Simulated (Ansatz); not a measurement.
# C3H4BClS: a ladder of functionals and wavefunction methods

The task here is to estimate one member of a computed series from the others.

Program: Ansatz 0.2.0, Gaussian basis. Level of theory: functionals in def2-TZVPP, the program's frozen cores in correlated methods. These are calculated values, not measurements.

Plan: PBE-D4, r2SCAN-D4, PBE0-D4, B3LYP-D4, ωB97X-V, ωB97M-V, B2PLYP; CCSD(T)/def2-TZVPP; MP2/def2-QZVPP; extrapolation to the limit.

## Structure used throughout

The geometry comes from an earlier relaxation with PBE0-D4 in a triple-zeta def2 set; it is a stationary point, not always the lowest conformer.

SMILES `CBC(Cl)=C=S`, 10 atoms, charge 0, spin multiplicity 1.

Atoms are counted from 1 here; the program's logs count them from 0.

Bond lengths: C1–B2 1.555 Å, C1–H7 1.096 Å, C1–H8 1.090 Å, C1–H9 1.097 Å, B2–C3 1.525 Å, B2–H10 1.199 Å, C3–Cl4 1.741 Å, C3–C5 1.323 Å, C5–S6 1.538 Å. Angles: B2–C1–H7 109.9°, B2–C1–H8 114.9°, B2–C1–H9 108.9°, H7–C1–H8 109.1°, H7–C1–H9 105.0°, H8–C1–H9 108.6°, C1–B2–C3 123.5°, C1–B2–H10 121.0°, C3–B2–H10 115.6°, B2–C3–Cl4 124.2°, B2–C3–C5 118.9°, Cl4–C3–C5 116.9°, C3–C5–S6 178.4°.

Set-up of the first run:

Contents of in.yaml:

```yaml
crystal:
  periodic: [false, false, false]
  atoms:
    - {symbol: C, position_ang: [0.224102, -1.526652, 0.590035]}
    - {symbol: B, position_ang: [0.410713, -0.005898, 0.324696]}
    - {symbol: C, position_ang: [-0.473661, 0.796889, -0.623419]}
    - {symbol: Cl, position_ang: [-1.795973, 0.124542, -1.535149]}
    - {symbol: C, position_ang: [-0.237666, 2.089765, -0.776582]}
    - {symbol: S, position_ang: [0.068584, 3.589152, -0.927403]}
    - {symbol: H, position_ang: [1.169427, -2.054408, 0.420365]}
    - {symbol: H, position_ang: [-0.560480, -2.002456, 0.000915]}
    - {symbol: H, position_ang: [0.001835, -1.677221, 1.653986]}
    - {symbol: H, position_ang: [1.276018, 0.615089, 0.875556]}
basis:
  gaussian: {orbitals: def2-TZVPP}
hamiltonian: {xc: pbe, dispersion: d4}
output: {forces: true, orbitals: {seedname: orbitals}}
```

On the command line:

```console
ansatz run in.yaml --threads 4 --pin off --events-out ev --progress --plain --max-ram 10444MiB
```

Among the steps run: PBE-D4 (GGA); r2SCAN-D4 (meta-GGA); PBE0-D4 (hybrid); B3LYP-D4 (hybrid); ωB97X-V (range-separated); ωB97M-V (range-separated); B2PLYP (double hybrid); CCSD(T) in def2-TZVPP; MP2 in def2-QZVPP.

One of the session's tables, all rows but one given; the rest of the session is left out.

```
            method  atomisation energy (kJ/mol)
            PBE-D4                       4132.1
         r2SCAN-D4                       4022.0
           PBE0-D4                       4030.2
          B3LYP-D4                       3974.3
           ωB97X-V                       3959.7
           ωB97M-V                       3984.2
            B2PLYP                       3932.6
     HF/def2-TZVPP                       2859.6
    MP2/def2-TZVPP                            ?
   CCSD/def2-TZVPP                       3747.3
CCSD(T)/def2-TZVPP                       3837.6
           MP2/CBS                       4063.6
       CCSD(T)/CBS                       3938.3
```

**Question.** Estimate the row for MP2/def2-TZVPP.

**Answer.** atomisation energy (kJ/mol): 3962.9. In the column «atomisation energy (kJ/mol)» it lies between ωB97X-V (3959.7) and B3LYP-D4 (3974.3).
